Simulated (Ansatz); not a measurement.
# BBrH4O: the cost of one run

All numbers below are computed with Ansatz 0.2.0 (RKS LDA/def2-SVP).

## (1) The system as given

Bond lengths: B1–H3 1.190 Å, B1–O4 1.410 Å, O4–H5 1.010 Å, B1–Br6 2.340 Å, Br6–H7 1.661 Å. Angles: H3–B1–O4 120.0°, H3–B1–Br6 105.4°, O4–B1–Br6 92.8°, B1–O4–H5 109.5°, B1–Br6–H7 53.8°.

As a file:

```xyz
7

B     0.0000    0.0000    0.0000
H     0.0000    0.0000    1.5400
H     1.0305    0.0000   -0.5950
O    -1.2211    0.0000   -0.7050
H    -1.7308   -0.8467   -0.4965
Br   -0.2927    2.2013    0.7379
H    -0.1143    0.8600    1.7013
```

## (2) A restrained relaxation towards end A

Springs on the bonds that form and break draw the guess towards this end; the thresholds are loose.

Input file input.yaml:

```yaml
crystal:
  periodic: [false, false, false]
  atoms:
    - { symbol: B, position_ang: [0.0, 0.0, 0.0] }
    - { symbol: H, position_ang: [0.0, 0.0, 1.54] }
    - { symbol: H, position_ang: [1.0305, 0.0, -0.595] }
    - { symbol: O, position_ang: [-1.2211, 0.0, -0.705] }
    - { symbol: H, position_ang: [-1.7308, -0.8467, -0.4965] }
    - { symbol: Br, position_ang: [-0.2927, 2.2013, 0.7379] }
    - { symbol: H, position_ang: [-0.1143, 0.86, 1.7013] }
basis:
  gaussian: { orbitals: def2-SVP }
hamiltonian:
  xc: lda
relax:
  f_tol: 0.15
  max_steps: 25
  restrain:
    - { distance: [0, 5], at: 3.24, k: 30.0 }
    - { distance: [6, 1], at: 1.86, k: 30.0 }
    - { distance: [0, 1], at: 1.19, k: 30.0 }
    - { distance: [6, 5], at: 1.55, k: 30.0 }
```

Launch:

```sh
> ansatz run input.yaml --threads 1 --pin off --max-ram 2048MiB --backend cpu --events-out ev --progress --plain --runs-dir out
```

What time and memory should one allow on 1 thread of Arm Neoverse V2, shared host?

About 11 s, with a peak of 0.14 GiB.
